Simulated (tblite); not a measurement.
# C9H18Cl6Si6: the cost of one run

Computed with tblite 0.8.0 and PySCF 2.14.0 and routines of our own; the level stands in each step. Atoms count from 0.

## Step 1: The starting structure

39 atoms, charge 0, multiplicity 1; geometry from: force field, distance geometry or constructed start.

## Step 2: Relaxing the molecule with GFN2-xTB

What the job is given:

```
{"job": {"kind": "relax", "xc": "GFN2-xTB", "basis": "xTB"}, "charge": 0, "multiplicity": 1}
Si     1.794700    -0.001800     1.548400
Si    -0.898100     1.552600     1.543100
Si    -0.889700    -1.552300     1.551000
Si     1.789100     0.004400    -1.556200
Si    -0.895900     1.548800    -1.546600
Si    -0.898200    -1.550500    -1.552600
C      0.686000     1.189700     2.372800
H      0.458900     0.791700     3.359500
H      1.229000     2.121900     2.467600
C      0.683100    -1.188800     2.377700
H      1.224200    -2.125200     2.465900
H      0.453000    -0.791000     3.358000
C     -1.375200     0.000700     2.381100
H     -0.908900    -0.000600     3.355300
H     -2.454800     0.005100     2.468200
C      2.741800     0.000600     0.006300
H      3.364100     0.891900     0.000900
H      3.362600    -0.893400    -0.001000
C     -1.372400     2.377900     0.002500
H     -2.449800     2.468900     0.002700
H     -0.913400     3.361800     0.001500
C      0.685000     1.189500    -2.376300
H      1.229700     2.128600    -2.461400
H      0.451300     0.784700    -3.359500
C     -1.371300    -2.373500     0.000900
H     -0.917200    -3.358900     0.002500
H     -2.451900    -2.465700    -0.000700
C      0.685300    -1.187400    -2.374900
H      0.456100    -0.788600    -3.360000
H      1.227400    -2.123600    -2.464600
C     -1.368200     0.000600    -2.377200
H     -2.454500     0.001300    -2.467800
H     -0.912100     0.000100    -3.359900
Cl     3.402000    -0.001300     2.948100
Cl    -1.698800     2.946200     2.941100
Cl    -1.699500    -2.942200     2.941500
Cl     3.399100     0.000100    -2.948500
Cl    -1.699100     2.946900    -2.947000
Cl    -1.698900    -2.948300    -2.944500
```

Run with:

```
$ OMP_NUM_THREADS=2 python large_run.py task.json out
```

The driver reads the jobs from task.json and runs them one after another.

Q: Estimate the wall time and peak memory of this first job on 2 threads of Arm Neoverse N1, shared host.

About 5.3 s, with a peak of 0.16 GiB.
